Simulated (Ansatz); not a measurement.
A run of Ansatz 0.2.0 is set up as follows.

Contents of input:

```
crystal:
  lattice:
    - [3.4257, 0.0, 0.0]
    - [0.0, 3.4257, 0.0]
    - [0.0, 0.0, 3.4257]
  atoms:
    - { symbol: Nb, position: [0.5, 0.5, 0.5] }
    - { symbol: Te, position: [0.0, 0.0, 0.0] }
hamiltonian:
  xc: r2scan50
  pseudopotentials: { kind: paw }
kpoints:
  mp_grid: { grid: [4, 4, 4] }
scf:
  occupations: { method: fermi_dirac, width: 0.05 }
output:
  forces: true
  stress: true
  eigenvalues: true
```

(1) Predict the pressure.

Answers

(1) -7.1 GPa.

Caveat: the k mesh is coarse (spacing up to 0.46 Å⁻¹), so the values aren't converged, least of all with exact exchange; the PAW data sets come from PBE, with cores solved anew for the run's functional, which leaves a small shift of forces and pressure; the thresholds are loose for stress.
